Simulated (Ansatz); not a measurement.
**CH4BrFSi: a ladder of functionals and wavefunction methods**

Aim: compute CH4BrFSi with functionals from several rungs and with coupled cluster, and see how far each lands from CCSD(T) at the basis-set limit for the atomisation energy.

Method: functionals in def2-TZVPP, the program's frozen cores in correlated methods; program: Ansatz 0.2.0, Gaussian basis.

Levels to be run: LDA (SPW92), PBE-D4, revPBE-D4, BLYP-D4, r2SCAN-D4, B97M-V, PBE0-D4, B3LYP-D4, r2SCANh-D4, r2SCAN0-D4, HSE06-D4, BHLYP-D4, CAM-B3LYP-D4, LC-ωPBE, ωB97X-V, ωB97M-V, B2PLYP, PBE-QIDH; CCSD(T)/def2-SVP; CCSD(T)/def2-TZVPP; MP2/def2-QZVPP; extrapolation to the limit; RPA on PBE.

**1. The geometry**

The geometry comes from an earlier relaxation with PBE0-D4 in a triple-zeta def2 set; it is a stationary point, not always the lowest conformer.

8 atoms, charge 0, spin multiplicity 1.

Atoms are counted from 1 here; the program's logs count them from 0.

Bond lengths: F1–C2 1.390 Å, C2–Si3 1.889 Å, C2–H5 1.095 Å, C2–H6 1.095 Å, Si3–Br4 2.222 Å, Si3–H7 1.480 Å, Si3–H8 1.480 Å. Angles: F1–C2–Si3 109.1°, F1–C2–H5 108.7°, F1–C2–H6 108.7°, Si3–C2–H5 111.1°, Si3–C2–H6 111.1°, H5–C2–H6 108.1°, C2–Si3–Br4 106.6°, C2–Si3–H7 111.0°, C2–Si3–H8 111.0°, Br4–Si3–H7 108.6°, Br4–Si3–H8 108.6°, H7–Si3–H8 110.8°.

Coordinates:

```csv
atom,x (Å),y (Å),z (Å)
F1,-0.8256,1.7881,0.3107
C2,0.1707,0.9641,-0.2009
Si3,-0.2332,-0.8317,0.2232
Br4,1.4041,-2.0685,-0.6295
H5,1.1303,1.2653,0.2309
H6,0.2247,1.1111,-1.2842
H7,-1.5121,-1.2488,-0.3949
H8,-0.2668,-1.0368,1.6889
```

**2. LDA**

This LDA is Slater exchange with PW92 correlation.

Input file in.yaml:

```yaml
crystal:
  periodic: [false, false, false]
  atoms:
    - {symbol: F, position_ang: [-0.825618, 1.788114, 0.310696]}
    - {symbol: C, position_ang: [0.170665, 0.964144, -0.200939]}
    - {symbol: Si, position_ang: [-0.233215, -0.831732, 0.223197]}
    - {symbol: Br, position_ang: [1.404138, -2.068511, -0.629457]}
    - {symbol: H, position_ang: [1.130278, 1.265266, 0.230864]}
    - {symbol: H, position_ang: [0.224723, 1.111104, -1.284205]}
    - {symbol: H, position_ang: [-1.512074, -1.248833, -0.394853]}
    - {symbol: H, position_ang: [-0.266797, -1.036752, 1.688898]}
basis:
  gaussian: {orbitals: def2-TZVPP}
hamiltonian: {xc: lda}
output: {orbitals: {seedname: orbitals}}
```

Launch:

```console
> ansatz run in.yaml --threads 4 --pin off --events-out ev --progress --plain --max-ram 10444MiB
```

After this run come: PBE-D4 (GGA); revPBE-D4 (GGA); BLYP-D4 (GGA); r2SCAN-D4 (meta-GGA); B97M-V (meta-GGA); PBE0-D4 (hybrid); B3LYP-D4 (hybrid); r2SCANh-D4 (hybrid); r2SCAN0-D4 (hybrid); HSE06-D4 (hybrid); BHLYP-D4 (hybrid); CAM-B3LYP-D4 (range-separated); LC-ωPBE (range-separated); ωB97X-V (range-separated); ωB97M-V (range-separated); B2PLYP (double hybrid); PBE-QIDH (double hybrid); CCSD(T) in def2-SVP; CCSD(T) in def2-TZVPP; MP2 in def2-QZVPP; RPA on PBE orbitals.

Before running them: what should the planned runs give, taken together? Wanted: atomisation energy, CCSD(T)/CBS; farthest beyond LDA; mean size of error, GGA; mean size of error, meta-GGA; mean size of error, hybrid; mean size of error, range-separated; mean size of error, double hybrid; gap, smallest and largest; T1 diagnostic.

As calculated:

```
                               quantity                                                                                               value
        atomisation energy, CCSD(T)/CBS                                                                                      632.6 kcal/mol
functionals within 6.3 kcal/mol (1.0 %)  PBE-D4, r2SCAN-D4, B97M-V, PBE0-D4, B3LYP-D4, r2SCANh-D4, HSE06-D4, CAM-B3LYP-D4, ωB97X-V, ωB97M-V
                    farthest beyond LDA                                                                           BHLYP-D4 (-20.6 kcal/mol)
                mean size of error, GGA                                                                                        7.7 kcal/mol
           mean size of error, meta-GGA                                                                                        1.7 kcal/mol
             mean size of error, hybrid                                                                                        8.1 kcal/mol
    mean size of error, range-separated                                                                                        2.9 kcal/mol
      mean size of error, double hybrid                                                                                        9.3 kcal/mol
              gap, smallest and largest                                                           5.62 eV (LDA (SPW92)), 13.00 eV (LC-ωPBE)
                          T1 diagnostic                                                                                              0.0092
triples share of the correlation energy                                                                                               3.2 %
```

LDA overbinds by 85.5 kcal/mol (14 %). PBE-D4 misses by +4.9 kcal/mol. Double hybrids carry the basis error of their MP2 part in triple zeta, and no dispersion term here, so their miss is partly the set-up's. The rungs meta-GGA, range-separated miss on average by less than the doubt on the reference (6.3 kcal/mol), so they tie. Misses under about 6.3 kcal/mol are within the doubt on the reference itself, which lacks core-valence correlation, relativity and higher excitations, and its outer-core shells are covered unevenly. All levels share the lack of spin-orbit coupling, which lowers the free heavy atoms and so the true binding. Hartree-Fock recovers 74 % of the binding; the rest is correlation. CCSD(T) in def2-SVP is off by -42.9 kcal/mol, which most functionals beat. Orbital gaps span 5.6 to 13.0 eV; exact exchange widens them. Correlated methods include outer-core shells of Br, which these sets cover unevenly.
